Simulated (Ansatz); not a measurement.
## C₂H₄BF, SMILES BC(=C)F: harmonic frequencies at the relaxed geometry

Program: the Ansatz DFT code, driven from Python.

Script `freq_c2h4bf.py`:
```python
"""Vibrations and zero-point energy of C2H4BF."""

import itertools
import warnings

import ansatz as az
from ase import Atoms
from ase.data import atomic_numbers, covalent_radii
from ase.thermochemistry import IdealGasThermo
import numpy as np

params = {
    "basis": "def2-SVP",
    "functional": "b3lyp",
}

GEOMETRY = """
B    -0.32270    1.13570   -0.40200
C    -0.15630   -0.37170   -0.33250
C     0.45770   -0.92230    0.68450
F    -0.55490   -1.14560   -1.33460
H    -0.94150    1.63880   -1.35410
H     0.03130    1.90840    0.43840
H     0.65720   -1.99720    0.73870
H     0.92130   -0.30320    1.50580
"""


def main() -> None:
    warnings.simplefilter("ignore", az.DeckWarning)

    c2h4bf = az.Crystal.molecule()
    for line in GEOMETRY.strip().splitlines():
        symbol, *xyz = line.split()
        c2h4bf = c2h4bf.atom(symbol, [float(v) for v in xyz])

    calculation = (
        c2h4bf.calculation()
        .basis(gaussian=params["basis"])
        .functional(params["functional"])
    )
    symbols = [site.symbol for site in c2h4bf.cartesian_sites]
    start = np.array([site.position_ang for site in c2h4bf.cartesian_sites], dtype=float)
    r = calculation.relax(force_tolerance=0.003).run().report
    end = np.array(r["positions_ang"])

    # pairs closer than 1.2 times the sum of covalent radii, before or after
    radius = [covalent_radii[atomic_numbers[s]] for s in symbols]
    span = lambda where, i, j: np.linalg.norm(where[i] - where[j])
    bonded = [(i, j) for i, j in itertools.combinations(range(len(symbols)), 2) if min(span(start, i, j), span(end, i, j)) < 1.2 * (radius[i] + radius[j])]
    print("pair        before    after (A)")
    for i, j in bonded:
        print(f"{symbols[i]}{i}-{symbols[j]}{j}".ljust(10), f"{span(start, i, j):8.4f} {span(end, i, j):8.4f}")

    # frequencies need a stationary point, so they are taken at the relaxed geometry
    minimum = az.Crystal.molecule()
    for symbol, place in zip(symbols, end):
        minimum = minimum.atom(symbol, place.tolist())
    vibrating = (
        minimum.calculation()
        .basis(gaussian=params["basis"])
        .functional(params["functional"])
        .phonons(temperatures=(298.15, 498.15, 100))
    )
    vib = vibrating.run().report["vibrations"]
    sums = vib["harmonic_sums"]
    modes = [m["omega_inv_cm"] for m in sums["modes_at_gamma"] if m["rigid_motion"] == "no"]
    for number, w in enumerate(modes, start=1):
        print(f"mode {number:2d} {w:9.1f} 1/cm {w / 8065.544 * 1000:8.2f} meV")
    print("imaginary modes:", sum(w < 0 for w in modes), " zero-point energy:", round(sums["zero_point_energy_ev"], 4), "eV")
    # rigid rotor and ideal gas, symmetry number taken as one
    gas = IdealGasThermo(vib_energies=[w / 8065.544 for w in modes if w > 0], geometry="linear" if len(modes) == 3 * len(symbols) - 5 else "nonlinear",
                         atoms=Atoms(symbols, positions=end), symmetrynumber=1, spin=0.0)
    print(f"H(298 K) - E = {gas.get_enthalpy(298.15, verbose=False):.4f} eV")
    print(f"S(298 K, 1 bar) = {96485.33 * gas.get_entropy(298.15, 1e5, verbose=False):.1f} J/(mol K) with symmetry number 1")


if __name__ == "__main__":
    main()
```

```console
$ python freq_c2h4bf.py
pair        before    after (A)
B0-C1        1.5181   1.5436
B0-H4        1.2420   1.2033
B0-H5        1.1953   1.2040
C1-C2        1.3094   1.3470
C1-F3        1.3274   1.3531
C2-H6        1.0946   1.0944
C2-H7        1.1282   1.0907
mode  1     208.2 1/cm    25.82 meV
mode  2     339.5 1/cm    42.09 meV
mode  3     464.4 1/cm    57.58 meV
mode  4     464.9 1/cm    57.64 meV
mode  5     756.2 1/cm    93.76 meV
mode  6     827.8 1/cm   102.64 meV
mode  7     865.4 1/cm   107.30 meV
mode  8     953.9 1/cm   118.27 meV
mode  9     965.3 1/cm   119.68 meV
mode 10     997.4 1/cm   123.67 meV
mode 11    1197.6 1/cm   148.48 meV
mode 12    1332.2 1/cm   165.18 meV
mode 13    1384.6 1/cm   171.67 meV
mode 14    1664.3 1/cm   206.35 meV
mode 15    2592.5 1/cm   321.43 meV
mode 16    2688.0 1/cm   333.27 meV
mode 17    3154.6 1/cm   391.13 meV
mode 18    3268.7 1/cm   405.26 meV
imaginary modes: 0  zero-point energy: 1.4956 eV
H(298 K) - E = 1.6476 eV
S(298 K, 1 bar) = 284.1 J/(mol K) with symmetry number 1
```

Notes:
- The frequencies are harmonic and unscaled, in a modest basis.
- b3lyp holds the VWN-RPA fit, as in Gaussian; the form of ORCA and Turbomole is b3lyp5.
- The result belongs to the one conformer reached from this start, and soft torsions count as harmonic oscillators.
- The entropy takes a symmetry number of 1; a symmetric molecule's is lower by R ln(sigma).
- Run time: 62 s on 1 thread of AMD EPYC 9B14 (Zen 4) (shared host), peak memory 0.27 GiB.
